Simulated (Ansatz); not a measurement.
# FH₃OSeSi: up Jacob's ladder to CCSD(T)

The task here is to estimate one member of a computed series from the others.

Method: functionals in def2-TZVPP, the program's frozen cores in correlated methods; program: Ansatz 0.2.0, Gaussian basis.

Plan: LDA (SPW92), PBE-D4, revPBE-D4, BLYP-D4, r2SCAN-D4, B97M-V, PBE0-D4, B3LYP-D4, r2SCANh-D4, r2SCAN0-D4, HSE06-D4, BHLYP-D4, CAM-B3LYP-D4, LC-ωPBE, ωB97X-V, ωB97M-V, B2PLYP, PBE-QIDH; CCSD(T)/def2-SVP; CCSD(T)/def2-TZVPP; MP2/def2-QZVPP; extrapolation to the limit; RPA on PBE.

## Structure used throughout

The geometry comes from an earlier relaxation with PBE0-D4 in a triple-zeta def2 set; it is a stationary point, not always the lowest conformer.

SMILES `O[SiH](F)[SeH]`, 7 atoms, charge 0, spin multiplicity 1.

Atoms are counted from 1 here; the program's logs count them from 0.

Bond lengths: O1–Si2 1.626 Å, O1–H5 0.960 Å, Si2–F3 1.593 Å, Si2–Se4 2.267 Å, Si2–H6 1.471 Å, Se4–H7 1.470 Å. Angles: Si2–O1–H5 118.0°, O1–Si2–F3 111.6°, O1–Si2–Se4 112.8°, O1–Si2–H6 105.8°, F3–Si2–Se4 103.3°, F3–Si2–H6 108.6°, Se4–Si2–H6 114.8°, Si2–Se4–H7 91.2°.

As a file:

```xyz
7

O    -0.89087    1.14761    0.20444
Si    0.16480   -0.03869    0.55181
F    -0.40029   -1.01807    1.67382
Se    0.54001   -1.42148   -1.20460
H    -1.67402    0.91978   -0.30109
H     1.36518    0.63252    1.07482
H     0.95639   -0.28977   -2.04481
```

Set-up of the first run:

in.yaml

```yaml
crystal:
  periodic: [false, false, false]
  atoms:
    - {symbol: O, position_ang: [-0.890869, 1.147606, 0.204435]}
    - {symbol: Si, position_ang: [0.164799, -0.038686, 0.551814]}
    - {symbol: F, position_ang: [-0.400286, -1.018069, 1.673824]}
    - {symbol: Se, position_ang: [0.540014, -1.421484, -1.204600]}
    - {symbol: H, position_ang: [-1.674022, 0.919780, -0.301088]}
    - {symbol: H, position_ang: [1.365177, 0.632520, 1.074824]}
    - {symbol: H, position_ang: [0.956388, -0.289768, -2.044810]}
basis:
  gaussian: {orbitals: def2-TZVPP}
hamiltonian: {xc: lda}
output: {orbitals: {seedname: orbitals}}
```

The run is started by

```sh
$ ansatz run in.yaml --threads 2 --pin off --events-out ev --progress --plain --max-ram 4352MiB
```

Among the steps run: LDA; PBE-D4 (GGA); revPBE-D4 (GGA); BLYP-D4 (GGA); r2SCAN-D4 (meta-GGA); B97M-V (meta-GGA); PBE0-D4 (hybrid); B3LYP-D4 (hybrid); r2SCANh-D4 (hybrid); r2SCAN0-D4 (hybrid); HSE06-D4 (hybrid); BHLYP-D4 (hybrid); CAM-B3LYP-D4 (range-separated); LC-ωPBE (range-separated); ωB97X-V (range-separated); ωB97M-V (range-separated); B2PLYP (double hybrid); PBE-QIDH (double hybrid).

One of the session's tables, all rows but one given; the rest of the session is left out.

It belongs to the step «Orbital energies across the functionals». 

```
  functional  HOMO (eV)  gap (eV)
 LDA (SPW92)      -6.44      5.30
      PBE-D4      -6.29      5.31
   revPBE-D4      -6.23      5.33
     BLYP-D4      -6.11      5.20
   r2SCAN-D4      -6.58      5.90
      B97M-V      -6.65      5.85
     PBE0-D4      -7.47      7.38
    B3LYP-D4      -7.22      6.86
  r2SCANh-D4      -7.01      6.65
  r2SCAN0-D4      -7.66      7.76
    HSE06-D4      -7.07      6.61
    BHLYP-D4      -8.49      9.27
CAM-B3LYP-D4      -8.76      9.69
     LC-ωPBE     -10.14     12.32
     ωB97X-V          ?         ?
     ωB97M-V      -9.64     11.42
```

**Question.** Estimate the row for ωB97X-V.

The run gave: HOMO (eV): -9.78; gap (eV): 11.80. In the column «HOMO (eV)» it lies between LC-ωPBE (-10.14) and ωB97M-V (-9.64).
